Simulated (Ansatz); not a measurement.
# BeSnC: the cost of one run

Method: DFT PBE, scalar-relativistic, plane waves, PAW, in Ansatz 0.2.0.

**1. The system as given**

It takes space group P4/nmm (No. 129, tetragonal). The conventional cell has a = 3.499 Å, b = 3.499 Å, c = 6.036 Å, α = 90.00°, β = 90.00°, γ = 90.00°. Around Be (site symmetry 4mm) lie 4 C at 2.24 Å and 5 Sn at 2.52 to 2.58 Å. Sn (site symmetry 4mm) is surrounded by 5 Be at 2.52 to 2.58 Å and 4 C at 2.75 Å. C (site symmetry -4m2) is surrounded by 4 Be at 2.24 Å and 4 Sn at 2.75 Å.

As a file:

```xyz
6
Lattice="3.4987 0.0000 0.0000 0.0000 3.4987 0.0000 0.0000 0.0000 6.0362" Properties=species:S:1:pos:R:3 pbc="T T T"
Be    1.7494    0.0000    1.3913
Be    0.0000    1.7494    4.6448
Sn    1.7494    0.0000    3.9114
Sn    0.0000    1.7494    2.1247
C     0.0000    0.0000    0.0000
C     1.7494    1.7494    0.0000
```

This is candidate A: LaSF type (P4/nmm, No. 129).

(A quick probe on a coarse mesh, which set the mesh and smearing, is not shown.)

**3. A loose first relaxation (candidate A)**

Contents of input.yaml:

```yaml
crystal:
  lattice:
    - [3.4987129059, 0.0, 0.0]
    - [0.0, 3.4987129059, 0.0]
    - [0.0, 0.0, 6.0361847963]
  atoms:
    - { symbol: Be, position: [0.5, 0.0, 0.2305] }
    - { symbol: Be, position: [0.0, 0.5, 0.7695] }
    - { symbol: Sn, position: [0.5, 0.0, 0.648] }
    - { symbol: Sn, position: [0.0, 0.5, 0.352] }
    - { symbol: C, position: [0.0, 0.0, 0.0] }
    - { symbol: C, position: [0.5, 0.5, 0.0] }
basis:
  ecutwfc: 420
kpoints:
  mp_grid: { grid: [6, 6, 4] }
hamiltonian:
  xc: pbe
scf:
  occupations: { method: gaussian, width: 0.1 }
  lower_state_search: "off"
output:
  forces: true
  stress: true
  eigenvalues: true
relax:
  adjacent_minimum: "off"
  f_tol: 0.04
  max_steps: 70
  cell: { stress_tol: 0.4 }
```

Command:

```
> ansatz run input.yaml --threads 1 --pin off --max-ram 2560MiB --backend cpu --events-out ev --progress --plain --runs-dir out
```

**Question.** How long does this run take on 1 thread of Arm Neoverse V2, shared host, and how much memory does it need?

About 63 s, with a peak of 0.38 GiB.
